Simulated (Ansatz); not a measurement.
**C2H7AlSi: how energies converge with the basis set**

One table from this session's results is given with a row withheld; the runs are named, their logs left out.

Computed with Ansatz 0.2.0, Gaussian basis. Level: one geometry, several basis sets.

Plan: PBE0-D4/def2-SVP; ωB97M-V/def2-SVP; PBE0-D4/def2-QZVPP; ωB97M-V/def2-QZVPP; the functionals' def2-TZVPP values are taken from earlier runs.

## The geometry

The geometry comes from an earlier relaxation with PBE0-D4 in a triple-zeta def2 set; it is a stationary point, not always the lowest conformer.

SMILES `[CH2]1[AlH][CH2][SiH2]1`, 11 atoms, charge 0, spin multiplicity 1.

Atoms are counted from 1 here; the program's logs count them from 0.

Bond lengths: C1–Al2 1.968 Å, C1–Si4 1.890 Å, C1–H5 1.090 Å, C1–H6 1.098 Å, Al2–C3 1.968 Å, Al2–H7 1.588 Å, C3–Si4 1.890 Å, C3–H8 1.098 Å, C3–H9 1.090 Å, Si4–H10 1.492 Å, Si4–H11 1.491 Å. Angles: Al2–C1–Si4 85.3°, Al2–C1–H5 122.9°, Al2–C1–H6 110.3°, Si4–C1–H5 118.5°, Si4–C1–H6 110.7°, H5–C1–H6 107.6°, C1–Al2–C3 90.6°, C1–Al2–H7 134.6°, C3–Al2–H7 134.6°, Al2–C3–Si4 85.3°, Al2–C3–H8 110.2°, Al2–C3–H9 123.0°, Si4–C3–H8 110.7°, Si4–C3–H9 118.6°, H8–C3–H9 107.6°, C1–Si4–C3 95.5°, C1–Si4–H10 110.4°, C1–Si4–H11 115.7° and more.

Geometry (Å):

```mol
C2H7AlSi
  3D, bonds by distance, orders not assigned

 11 11  0  0  0  0  0  0  0  0999 V2000
   -0.3803    1.1427   -0.7160 C   0  0
    0.9969    0.8839    0.6657 Al  0  0
    0.3771   -0.9590    0.9688 C   0  0
   -0.5840   -0.7350   -0.6432 Si  0  0
   -0.1723    1.6068   -1.6800 H   0  0
   -1.2577    1.6455   -0.2886 H   0  0
    2.1846    1.7703    1.2375 H   0  0
   -0.3073   -0.9917    1.8267 H   0  0
    1.0564   -1.8067    1.0574 H   0  0
    0.1416   -1.3806   -1.7751 H   0  0
   -1.9897   -1.2334   -0.6327 H   0  0
  1  2  8  0
  2  3  8  0
  3  4  8  0
  1  5  8  0
  1  6  8  0
  2  7  8  0
  3  8  8  0
  3  9  8  0
  4 10  8  0
  4 11  8  0
  1  4  8  0
M  END
```

The first run:

File in.yaml:

```yaml
crystal:
  periodic: [false, false, false]
  atoms:
    - {symbol: C, position_ang: [-0.380256, 1.142680, -0.716004]}
    - {symbol: Al, position_ang: [0.996908, 0.883919, 0.665668]}
    - {symbol: C, position_ang: [0.377131, -0.958990, 0.968761]}
    - {symbol: Si, position_ang: [-0.584030, -0.734957, -0.643156]}
    - {symbol: H, position_ang: [-0.172257, 1.606841, -1.679965]}
    - {symbol: H, position_ang: [-1.257682, 1.645515, -0.288579]}
    - {symbol: H, position_ang: [2.184569, 1.770338, 1.237506]}
    - {symbol: H, position_ang: [-0.307332, -0.991737, 1.826696]}
    - {symbol: H, position_ang: [1.056409, -1.806667, 1.057394]}
    - {symbol: H, position_ang: [0.141633, -1.380560, -1.775090]}
    - {symbol: H, position_ang: [-1.989693, -1.233382, -0.632733]}
basis:
  gaussian: {orbitals: def2-SVP}
hamiltonian: {xc: pbe0, dispersion: d4}
output: {orbitals: {seedname: orbitals}}
```

Steps of the session up to this table: PBE0-D4 in def2-SVP; ωB97M-V in def2-SVP; PBE0-D4 in def2-QZVPP; ωB97M-V in def2-QZVPP.

One table of the session follows, with a row left open; its other results are not shown here.

It belongs to the step «Density functionals: the series». 

| functional | basis | HOMO (eV) | LUMO (eV) |
| --- | --- | --- | --- |
| PBE0-D4 | def2-SVP | -7.23 | -1.25 |
| PBE0-D4 | def2-TZVPP | -7.26 | -1.29 |
| PBE0-D4 | def2-QZVPP | -7.26 | -1.31 |
| ωB97M-V | def2-SVP | -9.33 | 0.43 |
| ωB97M-V | def2-TZVPP | ? | ? |
| ωB97M-V | def2-QZVPP | -9.39 | 0.14 |

Estimate the missing values for ωB97M-V, def2-TZVPP.

**Answer.** HOMO (eV): -9.39; LUMO (eV): 0.30.
